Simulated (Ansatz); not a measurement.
# C2H4NSi radical: a ladder of functionals and wavefunction methods

Aim: compute C2H4NSi radical with functionals from several rungs and with coupled cluster. The yardstick is the atomisation energy at the CCSD(T) limit.

Method: functionals in def2-TZVPP, the program's frozen cores in correlated methods; program: Ansatz 0.2.0, Gaussian basis.

The runs, in order: LDA (SPW92), PBE-D4, revPBE-D4, BLYP-D4, r2SCAN-D4, B97M-V, PBE0-D4, B3LYP-D4, r2SCANh-D4, r2SCAN0-D4, HSE06-D4, BHLYP-D4, CAM-B3LYP-D4, LC-ωPBE, ωB97X-V, ωB97M-V, B2PLYP, PBE-QIDH; CCSD(T)/def2-SVP; CCSD(T)/def2-TZVPP; CCSD(T)/def2-QZVPP; extrapolation to the limit; RPA on PBE.

## 1. Structure used throughout

All runs share one geometry, relaxed beforehand with PBE0-D4 in a triple-zeta def2 set.

SMILES `[C]#C[SiH2]N`, 8 atoms, charge 0, spin multiplicity 2.

Atoms are counted from 1 here; the program's logs count them from 0.

Bond lengths: C1–C2 1.215 Å, C2–Si3 1.842 Å, Si3–N4 1.708 Å, Si3–H5 1.481 Å, Si3–H6 1.481 Å, N4–H7 1.007 Å, N4–H8 1.007 Å. Angles: C1–C2–Si3 179.1°, C2–Si3–N4 114.9°, C2–Si3–H5 106.5°, C2–Si3–H6 106.5°, N4–Si3–H5 108.5°, N4–Si3–H6 108.5°, H5–Si3–H6 112.2°, Si3–N4–H7 120.0°, Si3–N4–H8 120.0°, H7–N4–H8 111.0°.

## 2. LDA

This LDA is Slater exchange with PW92 correlation.

in.yaml

```yaml
crystal:
  periodic: [false, false, false]
  atoms:
    - {symbol: C, position_ang: [2.220667, -1.071495, 1.477673]}
    - {symbol: C, position_ang: [1.355305, -0.424739, 0.922658]}
    - {symbol: Si, position_ang: [0.053745, 0.579572, 0.091470]}
    - {symbol: N, position_ang: [-1.069282, -0.320128, -0.829530]}
    - {symbol: H, position_ang: [0.759681, 1.515615, -0.812893]}
    - {symbol: H, position_ang: [-0.679935, 1.287234, 1.165391]}
    - {symbol: H, position_ang: [-0.787761, -0.734370, -1.703627]}
    - {symbol: H, position_ang: [-1.760321, -0.888788, -0.366942]}
basis:
  gaussian: {orbitals: def2-TZVPP}
magnetization: {spin_polarized: true, initial_magnetization: 1}
hamiltonian: {xc: lda}
output: {orbitals: {seedname: orbitals}}
```

Launch:

```
$ ansatz run in.yaml --threads 2 --pin off --events-out ev --progress --plain --max-ram 22528MiB --backend cpu
```

The runs that follow: PBE-D4 (GGA); revPBE-D4 (GGA); BLYP-D4 (GGA); r2SCAN-D4 (meta-GGA); B97M-V (meta-GGA); PBE0-D4 (hybrid); B3LYP-D4 (hybrid); r2SCANh-D4 (hybrid); r2SCAN0-D4 (hybrid); HSE06-D4 (hybrid); BHLYP-D4 (hybrid); CAM-B3LYP-D4 (range-separated); LC-ωPBE (range-separated); ωB97X-V (range-separated); ωB97M-V (range-separated); B2PLYP (double hybrid); PBE-QIDH (double hybrid); CCSD(T) in def2-SVP; CCSD(T) in def2-TZVPP; CCSD(T) in def2-QZVPP; RPA on PBE orbitals.

Q: Predict the results of all the runs planned. Wanted: atomisation energy, CCSD(T)/CBS; farthest beyond LDA; mean size of error, GGA; mean size of error, meta-GGA; mean size of error, hybrid; mean size of error, range-separated; mean size of error, double hybrid; gap, smallest and largest; T1 diagnostic.

As calculated:

```
                               quantity                                                                                      value
        atomisation energy, CCSD(T)/CBS                                                                             681.2 kcal/mol
functionals within 3.4 kcal/mol (0.5 %)  revPBE-D4, r2SCAN-D4, B97M-V, PBE0-D4, B3LYP-D4, HSE06-D4, CAM-B3LYP-D4, ωB97X-V, ωB97M-V
                    farthest beyond LDA                                                                  BHLYP-D4 (-23.3 kcal/mol)
                mean size of error, GGA                                                                               8.0 kcal/mol
           mean size of error, meta-GGA                                                                               1.3 kcal/mol
             mean size of error, hybrid                                                                               7.1 kcal/mol
    mean size of error, range-separated                                                                               1.8 kcal/mol
      mean size of error, double hybrid                                                                               7.3 kcal/mol
              gap, smallest and largest                                                   0.59 eV (LDA (SPW92)), 8.80 eV (LC-ωPBE)
                          T1 diagnostic                                                                                     0.0459
triples share of the correlation energy                                                                                      4.4 %
```

LDA overbinds by 101.4 kcal/mol (15 %). PBE-D4 misses by +18.1 kcal/mol. Double hybrids carry the basis error of their MP2 part in triple zeta, and no dispersion term here, so their miss is partly the set-up's. The rungs meta-GGA, range-separated miss on average by less than the doubt on the reference (3.4 kcal/mol), so they tie. Misses under about 3.4 kcal/mol are within the doubt on the reference itself, which lacks core-valence correlation, relativity and higher excitations. Hartree-Fock recovers 71 % of the binding; the rest is correlation. CCSD(T) in def2-SVP is off by -48.2 kcal/mol, so the small basis spoils what the method gains. The gap grows from 0.6 to 8.8 eV across the functionals, mostly with the share of exact exchange. T1 = 0.046 passes the customary mark of 0.045 by a little. The UHF reference is spin-contaminated (⟨S²⟩ = 1.16 against 0.75).
